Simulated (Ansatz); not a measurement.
# CrOF4: the relaxed shape and its frontier levels

Aim: characterise CrOF4 as a singlet: its structure, frontier levels and distribution of charge.

Program: Ansatz 0.2.0, Gaussian basis. Level of theory: RKS PBE0-D4/def2-TZVP. These are calculated values, not measurements.

The runs, in order: relaxation at r2SCAN-D4/def2-SVP; a search for the lowest solution at PBE0-D4/def2-SVP; a single point at PBE0-D4/def2-TZVP; harmonic vibrations at r2SCAN-D4/def2-SVP.

## Step 1: Starting geometry

6 atoms, charge 0, spin multiplicity 1.

Atoms are counted from 1 here; the program's logs count them from 0.

Bond lengths: Cr1–O2 1.563 Å, Cr1–F3 1.694 Å, Cr1–F4 1.694 Å, Cr1–F5 1.694 Å, Cr1–F6 1.694 Å. Angles: O2–Cr1–F3 104.4°, O2–Cr1–F4 104.4°, O2–Cr1–F5 104.4°, O2–Cr1–F6 104.4°, F3–Cr1–F4 86.5°, F3–Cr1–F5 151.2°, F3–Cr1–F6 86.4°, F4–Cr1–F5 86.5°, F4–Cr1–F6 151.2°, F5–Cr1–F6 86.4°.

Formally the metal is d0. No spin-orbit coupling is included.

The start is a GFN2-xTB geometry.

## Step 2: Optimising with r2SCAN-D4/def2-SVP

File in.yaml:

```yaml
crystal:
  periodic: [false, false, false]
  atoms:
    - {symbol: Cr, position_ang: [-0.000140, 0.000450, 0.020390]}
    - {symbol: O, position_ang: [0.002670, -0.006240, 1.583270]}
    - {symbol: F, position_ang: [1.640200, 0.011890, -0.403210]}
    - {symbol: F, position_ang: [-0.011480, 1.642980, -0.394230]}
    - {symbol: F, position_ang: [-1.641860, -0.010440, -0.398410]}
    - {symbol: F, position_ang: [0.010610, -1.638640, -0.407810]}
basis:
  gaussian: {orbitals: def2-SVP}
hamiltonian: {xc: r2scan, dispersion: d4}
scf: {omitted_lower_state_checks: [starts]}
output: {orbitals: {seedname: orbitals}}
relax: {f_tol: 0.02, max_steps: 100}
```

Started as:

```bash
$ ansatz run in.yaml --threads 4 --pin off --events-out ev --progress --plain --max-ram 3916MiB
```

Further steps of the session: Searching for the lowest solution, PBE0-D4/def2-SVP; Single point, PBE0-D4/def2-TZVP; Vibrations by finite differences.

Before running them: what should the planned runs give, taken together? Wanted: point group; near neighbours of the metal; HOMO, LUMO at PBE0-D4/def2-TZVP; charge on the metal; dipole at r2SCAN-D4/def2-SVP; lowest, highest wavenumber.

The runs gave:

| quantity | value |
| --- | --- |
| point group | C4v |
| near neighbours of the metal | O 1.52, F 1.72, F 1.72, F 1.72, F 1.72 Å |
| HOMO, LUMO at PBE0-D4/def2-TZVP | -11.80, -6.98 eV |
| charge on the metal (Mulliken, PBE0-D4/def2-TZVP) | +1.63 e |
| dipole at r2SCAN-D4/def2-SVP | 0.54 D |
| lowest, highest wavenumber | 112, 1170 cm⁻¹ |

The molecule keeps its bonding pattern by the stored test; the atoms moved 0.02 Å (rms). The metal has 5 near neighbours by the distance rule, from 1.52 to 1.72 Å. The Mulliken charge of the metal, +1.63 e, depends on the basis and isn't its oxidation state. All wavenumbers are real: a minimum at this level. Whether this spin is the lowest isn't tested here.
